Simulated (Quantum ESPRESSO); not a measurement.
## GaF under changes of volume

One of the cells (15.866 Å³/atom); the others are scaled copies at fixed shape and fractional positions:

```
Ga F
1.0
     3.16592    0.00000    0.00000
     0.00000    3.16592    0.00000
     0.00000    0.00000    3.16592
Ga F
1 1
Direct
  0.00000 0.00000 0.00000
  0.50000 0.50000 0.50000
```

The cell was built by a generator and needn't be a form met in nature.

| Property | Result |
| --- | --- |
| Program | Quantum ESPRESSO 7.5 |
| Functional | PBE |
| Potentials or basis | SSSP 1.3 efficiency PBE |
| Cutoff | 952 eV |
| Density cutoff | 7619 eV |
| k mesh | 8 × 8 × 8 |
| Occupations | fermi-dirac, width 0.05 eV |
| Spin | no spin polarisation |

```csv
volume (Å³/atom),energy over the lowest point (meV/atom),pressure (GPa),gap on the mesh (eV)
14.914,9.02,3.0,none
15.231,?,?,?
15.549,1.04,0.9,0.19
15.866,0.00,-0.1,0.34
16.183,0.76,-0.9,0.48
16.501,3.12,-1.7,0.62
16.818,6.91,-2.3,0.76
```

Q: What does the run at 15.231 Å³/atom give?

A: Energy over the lowest point 4.00 meV/atom; pressure 1.9 GPa; gap on the mesh none.

Worked out: A Birch-Murnaghan fit of order 3 (a polynomial in V^(-2/3)) to the other rows has its minimum at 15.89 Å³/atom with B0 = V·E''(V) = 44 GPa and B' = 3.6. It gives 3.97 meV/atom at 15.231 Å³/atom, against the run's 4.00, and -dE/dV = 2.0 GPa, against 1.9.

Energies are extrapolated to zero smearing.

A mesh can miss the band edges. Spin-orbit coupling on Ga is left out.

A gap of «none» marks a metal or a gap under the smearing width.
